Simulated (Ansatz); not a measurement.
# C2H4OSSe: up Jacob's ladder to CCSD(T)

One table from this session's results is given with a row withheld; the runs are named, their logs left out.

Program: Ansatz 0.2.0, Gaussian basis. Level of theory: functionals in def2-TZVPP, the program's frozen cores in correlated methods. These are calculated values, not measurements.

The runs, in order: PBE-D4, r2SCAN-D4, PBE0-D4, B3LYP-D4, ωB97X-V, ωB97M-V, B2PLYP; CCSD(T)/def2-TZVPP; MP2/def2-QZVPP; extrapolation to the limit.

**The geometry**

The geometry comes from an earlier relaxation with PBE0-D4 in a triple-zeta def2 set; it is a stationary point, not always the lowest conformer.

SMILES `O=C(S)C[SeH]`, 9 atoms, charge 0, spin multiplicity 1.

Atoms are counted from 1 here; the program's logs count them from 0.

Bond lengths: O1–C2 1.196 Å, C2–S3 1.787 Å, C2–C4 1.505 Å, S3–H6 1.342 Å, C4–Se5 1.957 Å, C4–H7 1.088 Å, C4–H8 1.090 Å, Se5–H9 1.469 Å. Angles: O1–C2–S3 119.3°, O1–C2–C4 123.4°, S3–C2–C4 117.2°, C2–S3–H6 97.4°, C2–C4–Se5 111.2°, C2–C4–H7 113.0°, C2–C4–H8 108.0°, Se5–C4–H7 109.5°, Se5–C4–H8 104.8°, H7–C4–H8 109.9°, C4–Se5–H9 95.0°.

The first run:

File in.yaml:

```yaml
crystal:
  periodic: [false, false, false]
  atoms:
    - {symbol: O, position_ang: [-1.968096, -0.444156, 0.794336]}
    - {symbol: C, position_ang: [-0.805464, -0.191492, 0.668171]}
    - {symbol: S, position_ang: [0.000458, 0.850320, 1.875916]}
    - {symbol: C, position_ang: [0.033635, -0.699267, -0.473380]}
    - {symbol: Se, position_ang: [0.089158, 0.593597, -1.941375]}
    - {symbol: H, position_ang: [1.233952, 0.804874, 1.348179]}
    - {symbol: H, position_ang: [1.048246, -0.954524, -0.175156]}
    - {symbol: H, position_ang: [-0.461943, -1.575290, -0.891433]}
    - {symbol: H, position_ang: [0.918553, 1.569538, -1.222459]}
basis:
  gaussian: {orbitals: def2-TZVPP}
hamiltonian: {xc: pbe, dispersion: d4}
output: {forces: true, orbitals: {seedname: orbitals}}
```

Launch:

```console
ansatz run in.yaml --threads 4 --pin off --events-out ev --progress --plain --max-ram 10444MiB
```

Among the steps run: PBE-D4 (GGA); r2SCAN-D4 (meta-GGA); PBE0-D4 (hybrid); B3LYP-D4 (hybrid); ωB97X-V (range-separated); ωB97M-V (range-separated); B2PLYP (double hybrid); CCSD(T) in def2-TZVPP; MP2 in def2-QZVPP.

One of the session's tables, all rows but one given; the rest of the session is left out.

| method | atomisation energy (kJ/mol) |
| --- | --- |
| PBE-D4 | 3409.4 |
| r2SCAN-D4 | 3306.8 |
| PBE0-D4 | 3303.3 |
| B3LYP-D4 | 3272.8 |
| ωB97X-V | 3288.6 |
| ωB97M-V | 3284.8 |
| B2PLYP | 3232.9 |
| HF/def2-TZVPP | 2200.2 |
| MP2/def2-TZVPP | 3263.2 |
| CCSD/def2-TZVPP | 3102.4 |
| CCSD(T)/def2-TZVPP | 3179.4 |
| MP2/CBS | 3363.4 |
| CCSD(T)/CBS | ? |

Q: Estimate the row for CCSD(T)/CBS from the others.

**Answer.** atomisation energy (kJ/mol): 3279.7. In the column «atomisation energy (kJ/mol)» it lies between B3LYP-D4 (3272.8) and ωB97M-V (3284.8).
